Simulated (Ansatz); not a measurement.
# CH7BFPSi: one species, many methods

The task here is to estimate one member of a computed series from the others.

Computed with Ansatz 0.2.0, Gaussian basis. Level: functionals in def2-TZVPP, the program's frozen cores in correlated methods.

Plan: LDA (SPW92), PBE-D4, revPBE-D4, BLYP-D4, r2SCAN-D4, B97M-V, PBE0-D4, B3LYP-D4, r2SCANh-D4, r2SCAN0-D4, HSE06-D4, BHLYP-D4, CAM-B3LYP-D4, LC-ωPBE, ωB97X-V, ωB97M-V, B2PLYP, PBE-QIDH; CCSD(T)/def2-SVP; CCSD(T)/def2-TZVPP; MP2/def2-QZVPP; extrapolation to the limit; RPA on PBE.

**The geometry**

The geometry comes from an earlier relaxation with PBE0-D4 in a triple-zeta def2 set; it is a stationary point, not always the lowest conformer.

SMILES `BP[SiH](C)F`, 12 atoms, charge 0, spin multiplicity 1.

Atoms are counted from 1 here; the program's logs count them from 0.

Bond lengths: B1–P2 1.845 Å, B1–H6 1.194 Å, B1–H7 1.193 Å, P2–Si3 2.228 Å, P2–H8 1.412 Å, Si3–C4 1.854 Å, Si3–F5 1.604 Å, Si3–H9 1.483 Å, C4–H10 1.093 Å, C4–H11 1.093 Å, C4–H12 1.092 Å. Angles: P2–B1–H6 118.4°, P2–B1–H7 120.5°, H6–B1–H7 120.8°, B1–P2–Si3 104.7°, B1–P2–H8 106.6°, Si3–P2–H8 105.5°, P2–Si3–C4 114.1°, P2–Si3–F5 108.6°, P2–Si3–H9 105.6°, C4–Si3–F5 107.5°, C4–Si3–H9 113.1°, F5–Si3–H9 107.7°, Si3–C4–H10 110.4°, Si3–C4–H11 110.1°, Si3–C4–H12 111.0°, H10–C4–H11 108.7°, H10–C4–H12 108.4°, H11–C4–H12 108.2°.

Set-up of the first run:

Input file in.yaml:

```yaml
crystal:
  periodic: [false, false, false]
  atoms:
    - {symbol: B, position_ang: [-1.023367, 1.654369, 1.345847]}
    - {symbol: P, position_ang: [0.620869, 0.818192, 1.373953]}
    - {symbol: Si, position_ang: [0.889380, 0.032644, -0.693457]}
    - {symbol: C, position_ang: [-0.056977, -1.522962, -1.041549]}
    - {symbol: F, position_ang: [2.445147, -0.286385, -0.921120]}
    - {symbol: H, position_ang: [-1.270080, 2.389981, 0.437961]}
    - {symbol: H, position_ang: [-1.767349, 1.558699, 2.273288]}
    - {symbol: H, position_ang: [0.480821, -0.321756, 2.195966]}
    - {symbol: H, position_ang: [0.521292, 1.150781, -1.595256]}
    - {symbol: H, position_ang: [0.169322, -1.890541, -2.045754]}
    - {symbol: H, position_ang: [-1.130635, -1.332990, -0.972749]}
    - {symbol: H, position_ang: [0.198576, -2.305135, -0.323233]}
basis:
  gaussian: {orbitals: def2-TZVPP}
hamiltonian: {xc: lda}
output: {orbitals: {seedname: orbitals}}
```

Started as:

```console
ansatz run in.yaml --threads 4 --pin off --events-out ev --progress --plain --max-ram 10444MiB
```

Steps of the session up to this table: LDA; PBE-D4 (GGA); revPBE-D4 (GGA); BLYP-D4 (GGA); r2SCAN-D4 (meta-GGA); B97M-V (meta-GGA); PBE0-D4 (hybrid); B3LYP-D4 (hybrid); r2SCANh-D4 (hybrid); r2SCAN0-D4 (hybrid); HSE06-D4 (hybrid); BHLYP-D4 (hybrid); CAM-B3LYP-D4 (range-separated); LC-ωPBE (range-separated); ωB97X-V (range-separated); ωB97M-V (range-separated); B2PLYP (double hybrid); PBE-QIDH (double hybrid).

One table of the session follows, with a row left open; its other results are not shown here.

It belongs to the step «Orbital energies across the functionals». 

```
  functional  HOMO (eV)  LUMO (eV)  gap (eV)
 LDA (SPW92)          ?          ?         ?
      PBE-D4      -6.53      -2.70      3.84
   revPBE-D4      -6.48      -2.60      3.88
     BLYP-D4      -6.34      -2.52      3.83
   r2SCAN-D4      -6.73      -2.42      4.31
      B97M-V      -6.83      -2.48      4.34
     PBE0-D4      -7.54      -1.80      5.73
    B3LYP-D4      -7.31      -1.98      5.33
  r2SCANh-D4      -7.11      -2.11      5.00
  r2SCAN0-D4      -7.67      -1.64      6.03
    HSE06-D4      -7.14      -2.18      4.96
    BHLYP-D4      -8.38      -0.80      7.58
CAM-B3LYP-D4      -8.74      -0.72      8.03
     LC-ωPBE     -10.06       0.38     10.44
     ωB97X-V      -9.73       0.31     10.04
     ωB97M-V      -9.59       0.11      9.70
```

Q: Estimate the row for LDA (SPW92) from the others.

The run gave: HOMO (eV): -6.67; LUMO (eV): -2.94; gap (eV): 3.74. In the column «HOMO (eV)» it lies between r2SCAN-D4 (-6.73) and PBE-D4 (-6.53).
